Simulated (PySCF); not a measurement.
# C5H8S2Se: the cost of one run

Programs: PySCF 2.14.0, with routines of our own; each step states its level. All values are computed. Atoms count from 0.

## 1. The starting structure

16 atoms, charge 0, multiplicity 1; geometry from: GFN2-xTB.

## 2. Magnetic properties: GIAO BHandHLYP/pcSseg-1

What the job is given:

```
{"job": {"kind": "mag", "xc": "BHandHLYP", "basis": "pcSseg-1", "isotopologues": 2}, "charge": 0, "multiplicity": 1}
S      1.580866    -1.639443    -2.029009
C      1.170424    -0.834844    -0.675270
C      2.035206     0.210689    -0.098779
Se     1.154562     1.958192    -0.486442
C     -0.548614     1.422128     0.338063
C     -1.073429     0.144189    -0.278492
S     -2.740930    -0.174681     0.448751
C     -0.151412    -1.053315    -0.010568
H      2.124844     0.142967     0.987859
H      3.016561     0.244528    -0.570603
H     -1.242766     2.247636     0.171077
H     -0.389458     1.302977     1.412725
H     -1.216683     0.271315    -1.354959
H     -3.091235    -1.112182    -0.427032
H     -0.610922    -1.960890    -0.405697
H     -0.024613    -1.160322     1.070780
```

With the program's defaults for keys left out, this is: GIAO BHandHLYP/pcSseg-1 magnetisability, rotational g tensor and spin-rotation constants, non-relativistic, gas phase.

Run with:

```sh
$ OMP_NUM_THREADS=1 python excited_run.py task.json out
```

One launch serves the whole session: the jobs run in the order shown.

Q: Estimate the wall time and peak memory of this first job on 1 thread of Arm Neoverse N1, shared host.

About 1.8 min, with a peak of 0.99 GiB.
